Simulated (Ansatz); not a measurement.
# Zr in Ansatz: reference runs

Aim: a first look at Zr with PBE, on the cell as given.

Everything below comes from runs of Ansatz 0.2.0. Logs are shortened: lines on timing, memory, paths and dates and some standing lists are left out, and cuts for length are marked.

## Step 1: The cell of the first run

The cell holds a slab with vacuum, 5 atoms: a = 3.232 Å, b = 3.232 Å, c = 25.294 Å, α = 90.00°, β = 90.00°, γ = 120.00°.

## Step 2: Single point, PBE (the (0 0 1) slab of Zr, cut from the database cell, not relaxed)

input.yaml

```yaml
crystal:
  lattice:
    - [3.2319982225, 0.0, 0.0]
    - [-1.6159991113, 2.7989925656, 0.0]
    - [0.0, 0.0, 25.294]
  atoms:
    - { symbol: Zr, position: [0.3333333333, 0.6666666666, 0.296513007] }
    - { symbol: Zr, position: [0.6666666667, 0.3333333334, 0.3982565035] }
    - { symbol: Zr, position: [0.3333333333, 0.6666666666, 0.5] }
    - { symbol: Zr, position: [0.6666666667, 0.3333333334, 0.6017434965] }
    - { symbol: Zr, position: [0.3333333333, 0.6666666666, 0.703486993] }
hamiltonian:
  xc: pbe
  pseudopotentials: { kind: paw }
kpoints:
  mp_grid: { grid: [9, 9, 1] }
scf:
  occupations: { method: fermi_dirac, width: 0.05 }
output:
  forces: true
  eigenvalues: true
efield:
  axis: 3
  dipole_correction: true
  ramp_width: 0.04
```

Potentials or basis: Ansatz PAW.

Started as:

```console
$ ansatz run input.yaml --threads 4 --pin off --max-ram 11264MiB --backend cpu --events-out ev --progress --plain --runs-dir out
```

Output:

```text
Warning: RAYON_NUM_THREADS=4 ignored (pool sized by the plan → 4); use --threads N
Engine: ansatz 0.2.0, aarch64-unknown-linux-gnu
Pseudopotentials: kind: paw
Pseudopotential: Zr, paw, valence charge 12, recommended cutoff 420 eV (normal), Zr.paw.azcp
Functional definition: PBE
  parameter kappa = 0.804
  parameter beta = 0.06672455060314922
  exchange = pbe_x(kappa = kappa, mu = beta*pi^2/3)
  correlation = pbe_c(beta = beta)
Crystal: 5 atoms, lattice volume = 228.818 Å³
Basis set: ecut = 420 eV, 4549 PW (Γ), exchange–correlation on 48×48×360 points (8 copies of the dense FFT grid, shifted against one another)
Bands: 36, of which v1, the nominal top of the filled ones, is band 30 counted from 1 (29 counted from 0)
Symmetry: 6 space group operations
k-points: 12 of 81 (time reversal used)
Non-local potential: Zr, projectors of the file, l = 0: 3, l = 1: 2, l = 2: 2, l = 3: 2
PAW form: soft (Blöchl's): semilocal exchange-correlation on the pseudo side does not see the compensation charge
PAW one-centre angular grid: Zr, 590 points (default); XC on 64 Gauss nodes
Initial density: superposition of atomic densities (neutral atoms: chi_scale 0, normalization atom), corrected by the library's trained network
Initial wavefunctions: pseudopotential atomic-orbital guess
Functional: x = pbe(κ = 0.804, μ = 0.2195149727645171), c = pbe(β = 0.06672455060314922)
SCF iter   1: F=—  HF=-20917.326344 eV  |F-HF|=—  |Δ(HF+E_count)|=         —  Δρ=5.23e-3  dr2=1.26e0  ethr=1.77e-3  p=0.000 e·Å  D=9.17e-14 V/Å  ΔV_dip=-0.00 eV  dr2_dipole=8.85e-5  V_vac-E_F(+/−)=4.11/4.11 eV  ⟨swp⟩=7.1  Hψ=4074  notcnv=0  defer=3
efield: sawtooth ramp at fractional position 0.9800 (placed from the atoms, in the widest stretch of the axis that holds none; the zero of the levels goes with the place), width 0.0400; the density the first Hamiltonian is built on has a dipole p = 0.000 e·Å; the dipole correction subtracts the counter field D = 9.17e-14 V/Å, which shifts the + side's vacuum level by -0.00 eV against the − side's; the planar-averaged density in the ramp window peaks in size at 7.2e-5 e/Å³
automatic band count: the SCF goes on with 42 bands, as 36 were too few: the levels above may hold too much charge
preconditioner: auto → LDOS  [metal: Δε(μ)=0.039 eV  Ē_g=3.174 eV  σ=0.050 eV  W_gap=0.19  n_scr=16 (ndim 8)  ℏωp=11.0 eV  f_vac=0.421  D(μ)=10.21/eV (n_scr^D=112)  β→1.0]
SCF iter   2: F=—  HF=-20917.310432 eV  |F-HF|=—  |Δ(HF+E_count)|=   1.59e-2  Δρ=1.52e-3  dr2=1.86e-2  ethr=1.77e-3  p=-0.000 e·Å  D=-6.35e-5 V/Å  ΔV_dip=0.00 eV  dr2_dipole=1.82e-4  V_vac-E_F(+/−)=4.14/4.14 eV  ⟨swp⟩=1.0  Hψ=600  notcnv=0  defer=5
SCF iter   3: F=—  HF=-20917.310707 eV  |F-HF|=—  |Δ(HF+E_count)|=   2.75e-4  Δρ=7.76e-4  dr2=1.15e-2  ethr=3.10e-5  p=-0.000 e·Å  D=-1.63e-5 V/Å  ΔV_dip=0.00 eV  dr2_dipole=2.49e-6  V_vac-E_F(+/−)=4.18/4.18 eV  ⟨swp⟩=2.5  Hψ=790  notcnv=0  defer=11
SCF iter   4: F=—  HF=-20917.310384 eV  |F-HF|=—  |Δ(HF+E_count)|=   3.23e-4  Δρ=2.18e-4  dr2=2.69e-4  ethr=1.92e-5  p=-0.000 e·Å  D=-9.52e-6 V/Å  ΔV_dip=0.00 eV  dr2_dipole=5.38e-7  V_vac-E_F(+/−)=4.19/4.19 eV  ⟨swp⟩=1.0  Hψ=493  notcnv=0  defer=11
SCF iter   5: F=—  HF=-20917.310451 eV  |F-HF|=—  |Δ(HF+E_count)|=   6.72e-5  Δρ=8.44e-5  dr2=4.02e-5  ethr=4.49e-7  p=-0.000 e·Å  D=-2.78e-6 V/Å  ΔV_dip=0.00 eV  dr2_dipole=1.90e-10  V_vac-E_F(+/−)=4.20/4.20 eV  ⟨swp⟩=2.1  Hψ=787  notcnv=0  defer=11
SCF iter   6: F=—  HF=-20917.310315 eV  |F-HF|=—  |Δ(HF+E_count)|=   1.36e-4  Δρ=2.81e-5  dr2=5.26e-6  ethr=6.70e-8  p=-0.000 e·Å  D=-6.63e-7 V/Å  ΔV_dip=0.00 eV  dr2_dipole=1.08e-8  V_vac-E_F(+/−)=4.21/4.21 eV  ⟨swp⟩=2.2  Hψ=703  notcnv=0  defer=10
SCF iter   7: F=—  HF=-20917.310319 eV  |F-HF|=—  |Δ(HF+E_count)|=   3.46e-6  Δρ=1.08e-5  dr2=7.14e-7  ethr=8.77e-9  p=-0.000 e·Å  D=-1.01e-7 V/Å  ΔV_dip=0.00 eV  dr2_dipole=2.79e-9  V_vac-E_F(+/−)=4.21/4.21 eV  ⟨swp⟩=2.1  Hψ=639  notcnv=0  defer=10
SCF iter   8: F=-20917.310319 eV  HF=-20917.310319 eV  |F-HF|=1.98e-8  |Δ(HF+E_count)|=   2.44e-8  Δρ=3.84e-6  dr2=8.85e-8  ethr=1.67e-10  p=0.000 e·Å  D=1.25e-9 V/Å  ΔV_dip=-0.00 eV  dr2_dipole=1.54e-10  V_vac-E_F(+/−)=4.21/4.21 eV  ⟨swp⟩=11.7  Hψ=2194  notcnv=0
SCF 1 converged in 8 iterations: F = -20917.310319 eV  dr2 = 8.85e-8
SCF converged after 8 iterations
Free energy (F): -20917.310319 eV
Harris-Foulkes:  -20917.310319 eV  (|F-HF|=1.98e-8)
Internal energy: -20917.227880 eV  (E = F + TS)
E sigma→0 (E₀):  -20917.269100 eV
Entropy (-TS):   -0.082439 eV (-16.488 meV/atom)
Fermi energy:    5.184729 eV
Dipole field:    D = -0.000016 V/Å  (p = -0.000020 e·Å, saw-weighted, corrected)
Work function:   Φ+ = 4.2139 eV   Φ− = 4.2136 eV
Levels:          The Fermi level and band energies are counted from a zero that moves with the ramp; work functions are not
--- Per-component energies (eV) ---
  E_band       = -1013.492155
  E_kinetic    = 1657.700341
  E_local      = -40762.948568  (includes V_loc(G=0)·N_el)
  E_nonlocal   = 404.130519
  E_hartree    = 19519.714592
  E_xc         = -803.943772
  E_vxc        = -948.800106  (∫ρ·V_xc dr)
  E_paw        = -14770.751610  (= ΣΔE_a)
  E_vpaw       = -402.982310  (= ΣTr[D̂ρ^β])
  E_aug_tail   = 0.000123  (compensation charges beyond the density's cutoff)
  E_efield     = 0.000000  (sawtooth field / dipole correction)
  E_vefield    = 0.000000  (∫n·V_field dr)
  E_ewald      = 13838.870495
  E_smearing   = -0.082439  (= −TS)
  E_closure    = 0.000000  (closes the sum)
  Σ components = -20917.310319   (vs F -20917.310319, Δ=0.00e0)
--- Forces (eV/Å), atoms counted from 1 ---
  atom   1  Zr    -0.00000000    -0.00000000     0.47902888
  atom   2  Zr     0.00000000     0.00000000    -0.63480169
  atom   3  Zr    -0.00000000    -0.00000000     0.00000343
  atom   4  Zr     0.00000000     0.00000000     0.63480014
  atom   5  Zr    -0.00000000    -0.00000000    -0.47902762
  max |Σ_I F_I| component: 3.14e-6 eV/Å
--- Band table (eV; the first three rows and the last of 12) ---
  k-point 0: bands = ["-43.8582", "-43.8581", "-43.5557", "-43.5150", "-43.4417", "-22.1507", "-22.0899", "-21.8146", "-21.4920", "-21.4920", "-21.4919", "-21.4919", "-21.4866", "-21.2246", "-21.2246", "-21.2005", "-21.1895", "-21.1895", "-21.1186", "-21.1186", "-0.1855", "0.4624", "1.2649", "1.9009", "2.1682", "5.0816", "5.0822", "5.5997", "5.6407", "5.9502", "5.9502", "5.9854", "5.9854", "6.0645", "6.0762", "6.0762", "6.1563", "6.2700", "6.2700", "6.6116", "6.6116", "7.6300"]
  k-point 1: bands = ["-43.8481", "-43.8481", "-43.5435", "-43.5057", "-43.4348", "-22.1227", "-22.0725", "-21.8131", "-21.5943", "-21.5716", "-21.5115", "-21.5114", "-21.4807", "-21.2995", "-21.2819", "-21.2481", "-21.2074", "-21.1875", "-21.1868", "-21.1319", "0.1485", "0.7828", "1.5819", "2.2309", "2.4873", "4.8668", "5.0130", "5.2168", "5.5035", "5.5066", "5.5909", "5.7431", "5.8431", "6.2052", "6.2276", "6.2437", "6.3426", "6.3789", "6.5160", "6.5171", "6.8892", "7.3768"]
  k-point 2: bands = ["-43.8226", "-43.8225", "-43.5117", "-43.4819", "-43.4181", "-22.0535", "-22.0334", "-21.8479", "-21.7967", "-21.7410", "-21.5732", "-21.5605", "-21.5602", "-21.4722", "-21.4372", "-21.3093", "-21.3050", "-21.2525", "-21.2139", "-21.1671", "1.0202", "1.5755", "2.3041", "2.9580", "3.1572", "4.2744", "4.4368", "4.7385", "4.7687", "5.0182", "5.1457", "5.5873", "5.6274", "6.0692", "6.1329", "6.5408", "6.6858", "6.9180", "7.0080", "7.2139", "7.2376", "7.5624"]
  k-point 11: bands = ["-43.7606", "-43.7606", "-43.4241", "-43.4241", "-43.3876", "-22.0082", "-21.9975", "-21.9754", "-21.9730", "-21.9587", "-21.9327", "-21.7549", "-21.7465", "-21.7129", "-21.6467", "-21.5881", "-21.5243", "-21.4542", "-21.3288", "-21.3156", "3.2826", "3.6755", "3.7958", "3.8124", "3.8385", "3.9963", "4.0826", "4.4077", "4.4129", "5.1609", "5.2364", "5.2881", "5.2924", "5.3185", "5.4127", "5.4795", "7.0036", "7.1427", "7.9083", "8.4303", "8.4687", "9.1401"]
```

It took 2.5 s on 4 threads of Arm Neoverse V2, shared host; peak memory 0.53 GiB.

What came out:

```
Free energy                     : -20917.3103 eV
Largest force                   : 0.635 eV/Å
Band gap on the k mesh          : none (metal or under the smearing width)
Work function of the upper face : 4.21 eV
Work function of the lower face : 4.21 eV
Dipole across the slab          : 0.000 e·Å
```

Forces on the atoms (eV/Å):
```
Zr   0.000  0.000  0.479
Zr   0.000  0.000 -0.635
Zr   0.000  0.000  0.000
Zr   0.000  0.000  0.635
Zr   0.000  0.000 -0.479
```
